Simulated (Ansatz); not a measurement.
**GePH₅ (singlet): the correlation ladder at a displaced geometry (v2), cc-pVDZ**

The task here is to estimate one member of a computed series from the others.

The runs use Ansatz 0.2.0, Gaussian basis; cc-pVDZ, core rule «outside noble gas», up to 19 orbitals frozen.

Plan: UHF; CCSD(T) on RHF; BCCD(T) on RHF; CISD; CCSDT(Q) on RHF; CASSCF and MRCISD+Q, 8 electrons in 8 orbitals; CASSCF and NEVPT2, 8 electrons in 8 orbitals.

12 further runs of the same task are left out: 6 that didn't finish, 6 set aside as unsound or not needed.

## The geometry

The geometry is a PBE0/def2-TZVP stationary point (not a proven minimum) with its atoms shifted at random (size 0.100 Å). No spin-orbit coupling is included. The filled d shell of Ge may be among the frozen orbitals whatever the setting's name suggests; the logs give the count.

7 atoms, charge 0, spin multiplicity 1.

Atoms are counted from 1 here; the program's logs count them from 0.

Bond lengths: Ge1–P2 2.308 Å, Ge1–H3 1.519 Å, Ge1–H4 1.478 Å, Ge1–H5 1.618 Å, P2–H6 1.378 Å, P2–H7 1.307 Å. Angles: P2–Ge1–H3 110.7°, P2–Ge1–H4 111.7°, P2–Ge1–H5 105.1°, H3–Ge1–H4 109.6°, H3–Ge1–H5 104.9°, H4–Ge1–H5 114.6°, Ge1–P2–H6 99.6°, Ge1–P2–H7 99.2°, H6–P2–H7 98.7°.

Set-up of the first run:

in.yaml

```yaml
crystal:
  periodic: [false, false, false]
  atoms:
    - {symbol: Ge, position_ang: [0.030282, 0.001211, 0.690425]}
    - {symbol: P, position_ang: [-0.012005, 0.009585, -1.617179]}
    - {symbol: H, position_ang: [0.669573, -1.274093, 1.211164]}
    - {symbol: H, position_ang: [0.752681, 1.173148, 1.229377]}
    - {symbol: H, position_ang: [-1.521485, -0.097242, 1.139613]}
    - {symbol: H, position_ang: [-0.788065, -1.108308, -1.836044]}
    - {symbol: H, position_ang: [-0.926141, 0.924659, -1.805984]}
basis:
  gaussian: {orbitals: cc-pVDZ}
magnetization: {spin_polarized: true, initial_magnetization: 0}
hamiltonian: {xc: hf}
output: {orbitals: {seedname: orbitals}}
```

Command:

```sh
$ ansatz run in.yaml --threads 1 --pin off --events-out ev --progress --plain --max-ram 2393MiB
```

Steps of the session up to this table: UHF; CCSD(T) on RHF; BCCD(T) on RHF; CISD; CCSDT(Q) on RHF; CASSCF and MRCISD+Q, 8 electrons in 8 orbitals; CASSCF and NEVPT2, 8 electrons in 8 orbitals.

One of the session's tables, all rows but one given; the rest of the session is left out.

| method | from RCCSDT(Q) (meV) |
| --- | --- |
| RHF | +7659.3 |
| RMP2 | +1478.7 |
| CISD | +944.0 |
| RCCSD | +221.5 |
| RCCSD(T) | +37.8 |
| BCCD(T) | +37.0 |
| RCCSDT | +9.3 |
| RCCSDT(Q) | 0 |
| CASSCF frontier | ? |
| MRCISD frontier | +609.3 |
| MRCISD+Q frontier | +46.2 |

**Question.** Estimate the row for CASSCF frontier.

As computed: from RCCSDT(Q) (meV): +6130.6. In the column «from RCCSDT(Q) (meV)» it lies between RMP2 (+1478.7) and RHF (+7659.3).

Not comparable, so not listed: CASSCF and NEVPT2, 8 electrons in 8 orbitals (they don't share determinant, frozen orbitals or solution with the rows shown, or repeat one).

Caveats from the session: Warnings in the runs' records: passed over end.
